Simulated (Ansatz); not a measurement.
HfMoC2 in Ansatz: the effect of functional

The system is HfMoC2.

```
Hf Mo C
1.0
     3.17000    0.00000    0.00000
     0.00000    3.17000    0.00000
     0.00000    0.00000    4.45506
Hf Mo C
1 1 2
Direct
  0.00000 0.00000 0.00000
  0.50000 0.50000 0.50000
  0.50000 0.50000 0.00000
  0.00000 0.00000 0.50000
```

The cell comes from a database or a generator and needn't be the stable form of this composition.

The cell isn't the ideal one: volume scaled by 0.98.

Alike in all runs:

```yaml
Program: Ansatz 0.2.0
Task: single point
Potentials_or_basis: Ansatz PAW
k_mesh: 8 × 8 × 6
Occupations: fermi-dirac, width 0.05 eV
Spin: no spin polarisation
```

```tsv
functional	cutoff	pressure (GPa)
LDA	420 eV (not typed: the program's choice for these potentials)	-9.1
r2SCAN	500 eV (not typed: the program's choice for these potentials)	?
PBE	420 eV (not typed: the program's choice for these potentials)	4.5
```

Problem. What does the run with functional r2SCAN give?

Solution. Pressure 2.7 GPa.

Caveats: the PAW data sets come from PBE, with cores solved anew for the run's functional, which leaves a small shift of forces and pressure (some runs).
